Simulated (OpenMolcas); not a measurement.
# Fe⁴⁺ among point charges: CASSCF and CASPT2 levels and susceptibility

How does a field of 6 point charges split the states of Fe⁴⁺, and what χT follows?

Method: state-averaged CASSCF and CASPT2, spin-orbit coupling by RASSI with atomic mean-field integrals. Code: OpenMolcas 26.06.

## 1. Starting point

| Property | Result |
| --- | --- |
| Species | Fe⁴⁺ (iron, Z = 26, 22 electrons) |
| Basis | ANO-RCC-VDZP [5s4p2d1f], 34 functions |
| Scalar Hamiltonian | DKH2, point nucleus |
| Inactive shells | 1s 2s 2p 3s 3p |
| Active space | 4 electrons in 5 orbitals (3d) |
| Some configurations of this space | 3d4 |
| Orbitals | optimised for each spin and parity, averaged over all roots |

The outer shells:

3d4
```
3d [↑ ][↑ ][↑ ][↑ ][  ]
```

The ion sits among 6 point charges of -2.2 e arranged as a trigonal prism (D3h), 2.02 Å from the ion, with a polar angle of 53.0° against the regular 49.1°.

Each step is its own input file, run in one work folder so that later steps find the files of earlier ones. Labels, J, g values, rates, χT and fits are worked out afterwards by a script from the matrices that RASSI stores.

## 2. One- and two-electron integrals

File a.inp:

```
&GATEWAY
Coord
1

Fe 0.0 0.0 0.0
Basis=ANO-RCC-VDZP
Group=NoSym
NoMove
AngMom=0.0 0.0 0.0
AMFI
XField
6 Angstrom 0
1.613838 0.000000 1.214878 -2.200000
-0.806919 1.397624 1.214878 -2.200000
-0.806919 -1.397624 1.214878 -2.200000
1.613838 0.000000 -1.214878 -2.200000
-0.806919 1.397624 -1.214878 -2.200000
-0.806919 -1.397624 -1.214878 -2.200000
&SEWARD
```

## 3. CASSCF: quintets, 5 roots

File a.inp:

```
&RASSCF
FileOrb=start.orb
Symmetry=1
Spin=5
nActEl=4 0 0
Inactive=9
Ras2=5
CIRoot=5 5 1
SDav=5
CIMx=300
Iter=120 100
PrWF=0.3
OrbListing=Nothing
MaxOrb=0
>>> COPY $Project.JobIph JOB001
```

start.orb holds the contracted functions of the basis, ordered by shell, or the orbitals of the step before.

## 4. CASSCF: triplets, 45 roots

File a.inp:

```
&RASSCF
FileOrb=start.orb
Symmetry=1
Spin=3
nActEl=4 0 0
Inactive=9
Ras2=5
CIRoot=45 45 1
SDav=45
CIMx=300
Iter=120 100
PrWF=0.3
OrbListing=Nothing
MaxOrb=0
>>> COPY $Project.JobIph JOB002
```

## 5. CASSCF: singlets, 50 roots

File a.inp:

```
&RASSCF
FileOrb=start.orb
Symmetry=1
Spin=1
nActEl=4 0 0
Inactive=9
Ras2=5
CIRoot=50 50 1
SDav=50
CIMx=300
Iter=120 100
PrWF=0.3
OrbListing=Nothing
MaxOrb=0
>>> COPY $Project.JobIph JOB003
```

## 6. RASSI: spin-orbit coupling between the states

File a.inp:

```
&RASSI
NrOfJobIphs=3 5 45 50
1 2 3 4 5
1 2 3 4 5 6 7 8 9 10 11 12 13 14 15 16 17 18 19 20 21 22 23 24 25 26 27
28 29 30 31 32 33 34 35 36 37 38 39 40 41 42 43 44 45
1 2 3 4 5 6 7 8 9 10 11 12 13 14 15 16 17 18 19 20 21 22 23 24 25 26 27
28 29 30 31 32 33 34 35 36 37 38 39 40 41 42 43 44 45 46 47 48 49 50
IphNames
JOB001
JOB002
JOB003
EJob
SpinOrbit
DIPRint=1.0
SOCoupling=1000.0
Subsets=2
Property=9
'ANGMOM' 1 'ANGMOM' 2 'ANGMOM' 3 'MLTPL  1' 1 'MLTPL  1' 2 'MLTPL  1' 3
'AMFI' 1 'AMFI' 2 'AMFI' 3
SOProperty=3
'ANGMOM' 1 'ANGMOM' 2 'ANGMOM' 3
```

## 7. CASPT2: IPEA 0.25, imaginary shift 0.1 (closed shells correlated: 3s 3p)

File a.inp:

```
>>> COPY JOB001 $Project.JobIph
&CASPT2
Multistate=5 1 2 3 4 5
NoMult
Frozen=5
IPEA=0.25
Imaginary=0.1
MaxIter=60
WThr=0.0 0.3 0.05
PrWF=0.5
NoMix
>>> COPY JOB002 $Project.JobIph
&CASPT2
Multistate=45 1 2 3 4 5 6 7 8 9 10 11 12 13 14 15 16 17 18 19 20 21 22
23 24 25 26 27 28 29 30 31 32 33 34 35 36 37 38 39 40 41 42 43 44 45
NoMult
Frozen=5
IPEA=0.25
Imaginary=0.1
MaxIter=60
WThr=0.0 0.3 0.05
PrWF=0.5
NoMix
>>> COPY JOB003 $Project.JobIph
&CASPT2
Multistate=50 1 2 3 4 5 6 7 8 9 10 11 12 13 14 15 16 17 18 19 20 21 22
23 24 25 26 27 28 29 30 31 32 33 34 35 36 37 38 39 40 41 42 43 44 45 46
47 48 49 50
NoMult
Frozen=5
IPEA=0.25
Imaginary=0.1
MaxIter=60
WThr=0.0 0.3 0.05
PrWF=0.5
NoMix
```

(Steps that only read results are left out.)

Q: Predict the outcome of this session. Wanted: spin-free ground state; first state of the same spin within the active space; lowest level; next level.

The runs gave:

| quantity | value |
| --- | --- |
| method | SS-CASPT2, IPEA 0.25, imaginary shift 0.1 (closed shells correlated: 3s 3p) |
| spin-free ground state | 5E, 2-fold in its orbital part |
| first state of the same spin within the active space | 5A1 at 1380 cm⁻¹ |
| lowest level | 1-fold A1 |
| next level | 22.5 cm⁻¹ |
| χT at 300 K | 1.90 cm³ K/mol |
| effective moment at 300 K | 3.90 μB |

Cost by method:

```csv
method,time of its own steps,time with the reference
A. CASSCF,24 s,24 s
"B. SS-CASPT2, IPEA 0.25, imaginary shift 0.1, +3s 3p",6.1 s,30 s
```

Times are of one thread on a shared host.

What this shows: The spin-free ground state (5E) comes to 100 % from free-ion D terms and keeps the highest spin of the shell. χT at 300 K is 1.90, against 3.01 cm³ K/mol for the spin alone, so spin-orbit coupling lowers it. An active space of the d shell alone favours high spin; real ions in strong fields can be low spin. CASPT2 does not keep the components of a term degenerate, and the means are used. The field of point charges can differ much from that of real complexes. With metal d orbitals alone active, the gaps between spin states are rough; where two lie within a few thousand cm-1, their order is open. This is an electrostatic model: the charges have no orbitals.
